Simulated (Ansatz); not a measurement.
# CH5SeSi: the cost of one run

All numbers are computed with Ansatz 0.2.0 through its Python package. Level of theory: Hartree-Fock/def2-SVP.

## 1. The system

Bond lengths: C1–Si2 1.801 Å, Si2–Se3 2.273 Å, C1–H4 1.168 Å, C1–H5 1.102 Å, C1–H6 1.117 Å, Si2–H7 1.495 Å, Se3–H8 1.481 Å. Angles: C1–Si2–Se3 108.1°, C1–Si2–H7 110.3°, Se3–Si2–H7 110.0°, Si2–C1–H4 107.9°, Si2–C1–H5 113.3°, Si2–C1–H6 113.3°, H4–C1–H5 107.4°, H4–C1–H6 107.2°, H5–C1–H6 107.5°, Si2–Se3–H8 90.6°.

The script holds or builds the structure itself.

## 2. The code

File ch5sesi_states.py:

```python
"""Does a wider search find a lower mean-field state of CH5SeSi?"""

import ansatz as az
import numpy as np

geometry_ang = [
    ("C", [-0.6233, 0.7658, -0.1777]),
    ("Si", [1.007, -0.0003, -0.1915]),
    ("Se", [0.811, -2.0912, 0.6794]),
    ("H", [-0.5179, 1.8415, -0.6216]),
    ("H", [-1.0479, 0.8678, 0.8338]),
    ("H", [-1.3726, 0.2217, -0.8023]),
    ("H", [1.9655, 0.8065, 0.6244]),
    ("H", [-0.1297, -2.4689, -0.4004]),
]
geometry = az.Crystal.molecule()
for symbol, xyz in geometry_ang:
    geometry = geometry.atom(symbol, xyz)
symbols = [site.symbol for site in geometry.cartesian_sites]

start = np.array([site.position_ang for site in geometry.cartesian_sites])
for factor in [1.0, 1.3]:
    xyz = (start - start.mean(axis=0)) * factor
    scaled = az.Crystal.molecule()
    for symbol, place in zip(symbols, xyz):
        scaled = scaled.atom(symbol, place.tolist())
    calculation = (
        scaled.calculation()
        .basis(gaussian="def2-SVP")
        .functional("HF")
        .spin("collinear", total=1)
    )
    for search in ("off", "standard"):
        try:
            r = calculation.scf(lower_state_search=search).run().report
        except az.AnsatzError as error:
            print(f"x{factor} search {search}: {type(error).__name__}")
            continue
        state = r["mean_field"]["state"]
        print(f"all distances x{factor}, search {search:8s} E = {r['free_energy_ev']:.5f} eV  <S^2> = {abs(state['spin_squared']):.3f}  other states met: {len(r['mean_field']['others'])}")
```

## 3. The input behind the calls

The engine receives this input (first run):

```yaml
crystal:
  periodic: [false, false, false]
  atoms:
    - { symbol: C, position_ang: [-0.6348125, 0.7729375, -0.1707125] }
    - { symbol: Si, position_ang: [0.9954874999999999, 0.006837500000000019, -0.1845125] }
    - { symbol: Se, position_ang: [0.7994875, -2.0840625, 0.6863875] }
    - { symbol: H, position_ang: [-0.5294125000000001, 1.8486375, -0.6146125] }
    - { symbol: H, position_ang: [-1.0594125, 0.8749375, 0.8407875] }
    - { symbol: H, position_ang: [-1.3841125, 0.22883750000000003, -0.7953125] }
    - { symbol: H, position_ang: [1.9539875, 0.8136375, 0.6313875] }
    - { symbol: H, position_ang: [-0.14121250000000002, -2.4617625, -0.39341249999999994] }
basis:
  gaussian:
    orbitals: def2-SVP
hamiltonian:
  xc: hf
magnetization:
  spin_polarized: true
  initial_magnetization: 1.0
scf:
  lower_state_search: "off"
```

## 4. The run

Command:

```sh
$ python ch5sesi_states.py
```

Q: Estimate wall time and peak memory on 1 thread of Arm Neoverse V1, shared host.

About 18 s, with a peak of 0.3 GiB.
